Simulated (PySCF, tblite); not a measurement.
# CHBr3: changes of charge, part 3 of 3

tblite 0.8.0 and PySCF 2.14.0. Atoms count from 0.

### 29 Single point (CHBr₃): M06/ma-def2-SVP in acetonitrile

Geometry: PBE0-D3(BJ)/ma-def2-SVP.

Job settings and geometry (Å):

```
{"job": {"kind": "sp", "xc": "M06", "basis": "ma-def2-SVP", "grid": 3, "solvent": "acetonitrile"}, "charge": 0, "multiplicity": 1}
Br     0.881447     1.618707    -0.455174
C      0.004364     0.000687     0.111582
Br     0.958405    -1.570292    -0.462260
Br    -1.841467    -0.042133    -0.432907
H      0.015084    -0.001295     1.204901
```

Standard output:

```text
final grid: 85200 points
cycle   1  E = -7759.8884698036  dE = -3.932e-04  |g| = 1.048e-02  |ddm| = 1.978e-01
cycle   2  E = -7759.8884726944  dE = -2.891e-06  |g| = 1.123e-02  |ddm| = 2.896e-02
cycle   3  E = -7759.8885034104  dE = -3.072e-05  |g| = 3.895e-03  |ddm| = 1.490e-02
cycle   4  E = -7759.8885073313  dE = -3.921e-06  |g| = 4.265e-04  |ddm| = 5.575e-03
cycle   5  E = -7759.8885073838  dE = -5.254e-08  |g| = 1.539e-04  |ddm| = 1.379e-03
cycle   6  E = -7759.8885073876  dE = -3.809e-09  |g| = 1.723e-05  |ddm| = 3.118e-04
converged SCF energy = -7759.8885073876
```

Run time: 5.4 s. Hardware: 1 thread of Intel Xeon Platinum 8559C, shared host; peak memory 0.65 GiB.

### 30 Single point (CHBr3+ (doublet), BrC(Br)[Br+]): M06/ma-def2-SVP in acetonitrile

Geometry: PBE0-D3(BJ)/ma-def2-SVP.

Job settings and geometry (Å):

```
{"job": {"kind": "sp", "xc": "M06", "basis": "ma-def2-SVP", "grid": 3, "solvent": "acetonitrile"}, "charge": 1, "multiplicity": 2}
Br     0.081763     1.800557    -0.484658
C      0.006812     0.002191     0.147526
Br     1.526754    -0.960547    -0.487060
Br    -1.586993    -0.831056    -0.488870
H      0.006061     0.000596     1.244750
```

Standard output:

```text
final grid: 85200 points
cycle   1  E = -7759.5976518290  dE = -3.335e-04  |g| = 2.408e-02  |ddm| = 1.716e-01
cycle   2  E = -7759.5970126883  dE =  6.391e-04  |g| = 4.256e-02  |ddm| = 7.340e-02
cycle   3  E = -7759.5979792144  dE = -9.665e-04  |g| = 1.839e-03  |ddm| = 4.243e-02
cycle   4  E = -7759.5979807395  dE = -1.525e-06  |g| = 3.311e-04  |ddm| = 2.655e-03
cycle   5  E = -7759.5979807681  dE = -2.863e-08  |g| = 1.043e-04  |ddm| = 7.725e-04
cycle   6  E = -7759.5979807718  dE = -3.665e-09  |g| = 2.302e-05  |ddm| = 2.239e-04
converged SCF energy = -7759.5979807718
```

Run time: 9 s. Hardware: 1 thread of Intel Xeon Platinum 8559C, shared host; peak memory 0.66 GiB.

### 31 Single point (CHBr₃− (doublet)): M06/ma-def2-SVP

Geometry: PBE0-D3(BJ)/ma-def2-SVP, that of another charge or spin state.

Job settings and geometry (Å):

```
{"job": {"kind": "sp", "xc": "M06", "basis": "ma-def2-SVP", "grid": 3}, "charge": -1, "multiplicity": 2}
Br     0.881447     1.618707    -0.455174
C      0.004364     0.000687     0.111582
Br     0.958405    -1.570292    -0.462260
Br    -1.841467    -0.042133    -0.432907
H      0.015084    -0.001295     1.204901
```

Standard output:

```text
final grid: 85200 points
cycle   1  E = -7759.8238752944  dE =  4.240e-02  |g| = 3.412e-01  |ddm| = 1.406e+00
cycle   2  E = -7759.6416740761  dE =  1.822e-01  |g| = 6.953e-01  |ddm| = 2.213e+00
cycle   3  E = -7759.8905315783  dE = -2.489e-01  |g| = 5.080e-02  |ddm| = 2.209e+00
cycle   4  E = -7759.8916105225  dE = -1.079e-03  |g| = 1.870e-02  |ddm| = 1.886e-01
cycle   5  E = -7759.8917641351  dE = -1.536e-04  |g| = 2.040e-03  |ddm| = 1.847e-01
cycle   6  E = -7759.8917696022  dE = -5.467e-06  |g| = 7.835e-04  |ddm| = 2.728e-02
cycle   7  E = -7759.8917705134  dE = -9.112e-07  |g| = 3.560e-04  |ddm| = 1.140e-02
cycle   8  E = -7759.8917706620  dE = -1.486e-07  |g| = 7.378e-05  |ddm| = 6.964e-03
cycle   9  E = -7759.8917706686  dE = -6.592e-09  |g| = 1.620e-05  |ddm| = 2.693e-03
converged SCF energy = -7759.8917706686
```

Wall time 13 s (1 thread of Intel Xeon Platinum 8559C, shared host); peak memory 0.63 GiB.

### 32 Single point (CHBr3): M06/ma-def2-SVP

Geometry: PBE0-D3(BJ)/ma-def2-SVP, that of another charge or spin state.

Job settings and geometry (Å):

```
{"job": {"kind": "sp", "xc": "M06", "basis": "ma-def2-SVP", "grid": 3}, "charge": 0, "multiplicity": 1}
Br     0.787579     1.816877    -0.366646
C     -0.101201     0.170828     0.057637
Br     1.276791    -2.087332    -0.469736
Br    -1.968564     0.153316    -0.382639
H      0.024643    -0.048545     1.120662
```

Standard output:

```text
coarse grid: 29648 points
cycle   1  E = -7759.6825889998  dE = -2.960e+00  |g| = 5.758e-01  |ddm| = 2.346e+00
cycle   2  E = -7757.4408726633  dE =  2.242e+00  |g| = 2.549e+00  |ddm| = 4.631e+00
cycle   3  E = -7759.7606096216  dE = -2.320e+00  |g| = 4.518e-01  |ddm| = 4.160e+00
cycle   4  E = -7759.7899330364  dE = -2.932e-02  |g| = 2.583e-01  |ddm| = 6.437e-01
cycle   5  E = -7759.8140962891  dE = -2.416e-02  |g| = 8.225e-02  |ddm| = 3.586e-01
cycle   6  E = -7759.8166060066  dE = -2.510e-03  |g| = 1.325e-02  |ddm| = 1.388e-01
cycle   7  E = -7759.8166412325  dE = -3.523e-05  |g| = 2.771e-03  |ddm| = 2.081e-02
cycle   8  E = -7759.8166439188  dE = -2.686e-06  |g| = 8.158e-04  |ddm| = 5.781e-03
final grid: 85200 points
cycle   9  E = -7759.8214831885  dE = -1.294e-06  |g| = 1.085e-03  |ddm| = 1.581e-02
cycle  10  E = -7759.8214812959  dE =  1.893e-06  |g| = 2.536e-03  |ddm| = 6.070e-03
cycle  11  E = -7759.8214836304  dE = -2.334e-06  |g| = 4.668e-04  |ddm| = 4.059e-03
cycle  12  E = -7759.8214836914  dE = -6.097e-08  |g| = 8.798e-05  |ddm| = 5.732e-04
cycle  13  E = -7759.8214836938  dE = -2.423e-09  |g| = 2.946e-05  |ddm| = 1.940e-04
converged SCF energy = -7759.8214836938
```

Run time: 8 s. Hardware: 1 thread of Intel Xeon Platinum 8559C, shared host; peak memory 0.63 GiB.

### 33 Single point (CHBr₃− (doublet), Br[CH]Br.[Br-]): M06/ma-def2-SVP

Geometry: PBE0-D3(BJ)/ma-def2-SVP.

Job settings and geometry (Å):

```
{"job": {"kind": "sp", "xc": "M06", "basis": "ma-def2-SVP", "grid": 3}, "charge": -1, "multiplicity": 2}
Br     0.787579     1.816877    -0.366646
C     -0.101201     0.170828     0.057637
Br     1.276791    -2.087332    -0.469736
Br    -1.968564     0.153316    -0.382639
H      0.024643    -0.048545     1.120662
```

Standard output:

```text
final grid: 85200 points
cycle   1  E = -7759.8105592744  dE =  7.262e-02  |g| = 4.269e-01  |ddm| = 1.757e+00
cycle   2  E = -7759.4567713097  dE =  3.538e-01  |g| = 9.388e-01  |ddm| = 2.344e+00
cycle   3  E = -7759.9219188589  dE = -4.651e-01  |g| = 8.609e-02  |ddm| = 1.088e+00
cycle   4  E = -7759.9250527560  dE = -3.134e-03  |g| = 4.307e-02  |ddm| = 2.146e-01
cycle   5  E = -7759.9260227891  dE = -9.700e-04  |g| = 7.866e-03  |ddm| = 6.281e-02
cycle   6  E = -7759.9260600206  dE = -3.723e-05  |g| = 2.559e-03  |ddm| = 2.297e-02
cycle   7  E = -7759.9260720213  dE = -1.200e-05  |g| = 1.546e-03  |ddm| = 1.354e-02
cycle   8  E = -7759.9260767360  dE = -4.715e-06  |g| = 4.595e-04  |ddm| = 9.981e-03
cycle   9  E = -7759.9260772757  dE = -5.397e-07  |g| = 1.491e-04  |ddm| = 3.851e-03
cycle  10  E = -7759.9260773079  dE = -3.216e-08  |g| = 6.327e-05  |ddm| = 8.485e-04
cycle  11  E = -7759.9260773130  dE = -5.133e-09  |g| = 1.541e-05  |ddm| = 3.074e-04
converged SCF energy = -7759.9260773130
```

It took 15 s on 1 thread of Intel Xeon Platinum 8559C, shared host; peak memory 0.64 GiB.

### 34 Single point (CHBr₃− (doublet), Br[CH]Br.[Br-]): M06/ma-def2-SVP in acetonitrile

Geometry: PBE0-D3(BJ)/ma-def2-SVP.

Job settings and geometry (Å):

```
{"job": {"kind": "sp", "xc": "M06", "basis": "ma-def2-SVP", "grid": 3, "solvent": "acetonitrile"}, "charge": -1, "multiplicity": 2}
Br     0.787579     1.816877    -0.366646
C     -0.101201     0.170828     0.057637
Br     1.276791    -2.087332    -0.469736
Br    -1.968564     0.153316    -0.382639
H      0.024643    -0.048545     1.120662
```

Standard output:

```text
final grid: 85200 points
cycle   1  E = -7760.0099136447  dE = -3.044e-03  |g| = 3.508e-02  |ddm| = 3.774e-01
cycle   2  E = -7760.0099850183  dE = -7.137e-05  |g| = 4.407e-02  |ddm| = 1.383e-01
cycle   3  E = -7760.0110785882  dE = -1.094e-03  |g| = 7.902e-03  |ddm| = 7.941e-02
cycle   4  E = -7760.0111718293  dE = -9.324e-05  |g| = 6.849e-03  |ddm| = 2.220e-02
cycle   5  E = -7760.0112314018  dE = -5.957e-05  |g| = 2.357e-03  |ddm| = 2.149e-02
cycle   6  E = -7760.0112498568  dE = -1.846e-05  |g| = 4.099e-04  |ddm| = 1.993e-02
cycle   7  E = -7760.0112500485  dE = -1.917e-07  |g| = 1.996e-04  |ddm| = 1.816e-03
cycle   8  E = -7760.0112500779  dE = -2.940e-08  |g| = 7.487e-05  |ddm| = 5.415e-04
cycle   9  E = -7760.0112500844  dE = -6.463e-09  |g| = 2.069e-05  |ddm| = 2.830e-04
converged SCF energy = -7760.0112500844
```

It took 11 s on 1 thread of Intel Xeon Platinum 8559C, shared host; peak memory 0.65 GiB.

### 35 Changes of charge: M06/ma-def2-SVP

This step combines the energies above: geometries from PBE0-D3(BJ)/ma-def2-SVP, zero-point and thermal terms from PBE0-D3(BJ)/ma-def2-SVP.

Job settings and geometry (Å):

```
{"job": {"kind": "rx", "dirs": [1, -1], "geom": {"xc": "PBE0", "basis": "ma-def2-SVP", "d3": "d3bj", "grid": 1}, "hess": 1, "level": {"xc": "M06", "basis": "ma-def2-SVP", "grid": 3, "solvents": ["acetonitrile"]}}, "charge": 0, "multiplicity": 1}
Br     0.881447     1.618707    -0.455174
C      0.004364     0.000687     0.111582
Br     0.958405    -1.570292    -0.462260
Br    -1.841467    -0.042133    -0.432907
H      0.015084    -0.001295     1.204901
```

Output (the driver's rows laid out field by field):

```text
ionisation and electron attachment, M06/ma-def2-SVP // PBE0-D3(BJ)/ma-def2-SVP

row 1
  change                  oxidation
  charge                  1
  multiplicity            2
  vertical_ev             10.1856
  vertical_s2             0.755
  formula                 CHBr3
  smiles                  BrC(Br)[Br+]
  kept                    yes
  pieces                  1
  point_group             C3v
  adiabatic_electronic_ev 10.1433
  adiabatic_ev            10.1261
  free_energy_ev          10.0965
  s2                      0.755
  bonds_moved             0 1 1.926 1.908; 1 2 1.925 1.908; 1 3 1.925 1.908
  spin_on                 0 Br 0.343; 3 Br 0.343; 2 Br 0.343
  charge_moved            0 Br 0.328; 2 Br 0.328; 3 Br 0.328
  vertical_back_ev        10.0923
  relaxation_parent_ev    0.051
  relaxation_ion_ev       0.0423
  reorganisation_ev       0.0933
  solution                solvent acetonitrile, absolute_potential_v 7.8588, solvation_parent_kj -12.25, solvation_ion_kj -228.15

row 2
  change                  reduction
  charge                  -1
  multiplicity            2
  vertical_ev             0.2158
  vertical_s2             0.752
  formula                 CHBr3
  smiles                  Br[CH]Br.[Br-]
  kept                    no
  pieces                  2
  point_group             Cs
  adiabatic_electronic_ev 1.1493
  adiabatic_ev            1.2242
  free_energy_ev          1.3149
  s2                      0.756
  bonds_moved             1 2 1.925 2.697; 0 1 1.926 1.918; 1 3 1.925 1.919
  spin_on                 1 C 0.648; 2 Br 0.282
  charge_moved            2 Br -0.715; 3 Br -0.092; 0 Br -0.09
  vertical_back_ev        2.8461
  relaxation_parent_ev    1.6968
  relaxation_ion_ev       0.9335
  reorganisation_ev       2.6303
  solution                solvent acetonitrile, absolute_potential_v 3.5057, solvation_parent_kj -12.25, solvation_ion_kj -223.62
```

Run time: 2.2 min. Hardware: 1 thread of Intel Xeon Platinum 8559C, shared host; peak memory 0.65 GiB.

Energy taken up on oxidation, or given off on reduction (eV; adiabatic with zero-point energy):

| change | product | vertical | adiabatic | free energy | reorganisation | ⟨S²⟩ |
| --- | --- | --- | --- | --- | --- | --- |
| oxidation (multiplicity 2) | BrC(Br)[Br+] | 10.19 | 10.13 | 10.10 | 0.09 | 0.76 |
| reduction (multiplicity 2) | CHBr3 (held by a long bond, 2.70 Å) | 0.22 | 1.22 | 1.31 | 2.63 | 0.76 |

On oxidation to multiplicity 2 charge changes most on Br0 (+0.33 e), Br2 (+0.33 e), Br3 (+0.33 e); the spin sits on Br0 (0.34), Br3 (0.34), Br2 (0.34); the bond Br0–C1 goes from 1.926 to 1.908 Å; the absolute potential is 7.86 V in acetonitrile.

On reduction to multiplicity 2 charge changes most on Br2 (-0.71 e), Br3 (-0.09 e), Br0 (-0.09 e); the spin sits on C1 (0.65), Br2 (0.28); the bond C1–Br2 goes from 1.925 to 2.697 Å; the absolute potential is 3.51 V in acetonitrile.

### 36 What came out

What follows sums up all 3 parts.

| quantity | value |
| --- | --- |
| strongest single infrared mode (GFN2-xTB) | 1122 cm⁻¹, 183 km/mol |
| zero-point energy (GFN2-xTB) | 10.4 kcal/mol |
| point group | C3v |
| rotational constants (main isotopes) | 1.24, 1.24, 0.63 GHz |
| ionisation energy (wB97X-D3(BJ)/ma-def2-TZVP) | vertical 10.67 eV, adiabatic 10.55 eV |
| electron affinity (wB97X-D3(BJ)/ma-def2-TZVP) | vertical 0.06 eV, adiabatic 1.13 eV |
| ionisation energy (M06/ma-def2-SVP) | vertical 10.19 eV, adiabatic 10.13 eV |
| electron affinity (M06/ma-def2-SVP) | vertical 0.22 eV, adiabatic 1.22 eV |

No mode is imaginary among the 9: a minimum at this level. GFN2-xTB is a fitted tight-binding method: band positions and strengths are rough. Its intensities can rank the bands wrongly. Over 3 steps the energy fell by 0.014 eV; of the close pairs, C1–Br2 changed most, 1.942 to 1.925 Å (PBE0/ma-def2-SVP). Steps that list no spin-orbit terms leave them out, which matters at and beside the heavy atoms. At wB97X-D3(BJ)/ma-def2-TZVP, relaxation with the zero-point term after oxidation moves the energy taken up from 10.67 eV (vertical) to 10.55 eV (adiabatic, with zero-point energy). At wB97X-D3(BJ)/ma-def2-TZVP, relaxation with the zero-point term after reduction moves the energy given off from 0.06 eV (vertical) to 1.13 eV (adiabatic, with zero-point energy).
